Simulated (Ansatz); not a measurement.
# AsNH₃ radical (SMILES [NH][AsH2]): single points off equilibrium

One table from this session's results is given with a row withheld; the runs are named, their logs left out.

Method: single points in def2-TZVPP; program: Ansatz 0.2.0, Gaussian basis.

Cores are frozen in the correlated methods. Filled d shells of the heavier atoms are correlated. Orbitals are unrestricted.

## The system as given

5 atoms, charge 0, spin multiplicity 2.

Atoms are counted from 1 here; the program's logs count them from 0.

Bond lengths: N1–As2 1.723 Å, N1–H3 0.993 Å, As2–H4 1.491 Å, As2–H5 1.501 Å. Angles: As2–N1–H3 117.4°, N1–As2–H4 98.1°, N1–As2–H5 108.9°, H4–As2–H5 96.0°.

Coordinates:

```xyz
5

N     0.2789   -0.8707    0.6612
As   -0.0437    0.0907   -0.7315
H     1.1938   -0.8271    1.0441
H    -1.5313    0.1026   -0.6381
H     0.1464    1.5369   -0.3795
```

The first run:

run/in.yaml

```yaml
crystal:
  periodic: [false, false, false]
  atoms:
    - {symbol: N, position_ang: [0.278900, -0.870700, 0.661200]}
    - {symbol: As, position_ang: [-0.043700, 0.090700, -0.731500]}
    - {symbol: H, position_ang: [1.193800, -0.827100, 1.044100]}
    - {symbol: H, position_ang: [-1.531300, 0.102600, -0.638100]}
    - {symbol: H, position_ang: [0.146400, 1.536900, -0.379500]}
basis:
  gaussian: {orbitals: def2-TZVPP}
magnetization: {spin_polarized: true, initial_magnetization: 1}
correlation: {method: ccsd_t}
scf: {omitted_lower_state_checks: [cluster_reference]}
output: {forces: true}
```

The command line of these runs was not kept.

Steps of the session up to this table: CCSD(T)/def2-TZVPP; PBE0-D4/def2-TZVPP; wB97M-V/def2-TZVPP; r2SCAN-D4/def2-TZVPP; PBE-D4/def2-TZVPP; HSE06-D4/def2-TZVPP; LC-wPBE/def2-TZVPP.

One of the session's tables, all rows but one given; the rest of the session is left out.

| method | RMS force component (eV/Å) | angle to CCSD(T) forces (°) | dipole (D) |
| --- | --- | --- | --- |
| CCSD(T) | 0.808 | reference | 1.57 |
| PBE0-D4 | ? | ? | ? |
| wB97M-V | 0.721 | 4.2 | 1.63 |
| r2SCAN-D4 | 0.751 | 7.9 | 1.55 |
| PBE-D4 | 0.854 | 16.9 | 1.61 |
| HSE06-D4 | 0.721 | 8.9 | 1.58 |
| LC-wPBE | 0.640 | 6.9 | 1.63 |

Q: Estimate the row for PBE0-D4 from the others.

**Answer.** RMS force component (eV/Å): 0.720; angle to CCSD(T) forces (°): 8.6; dipole (D): 1.58. In the column «RMS force component (eV/Å)» it lies between LC-wPBE (0.640) and wB97M-V (0.721).
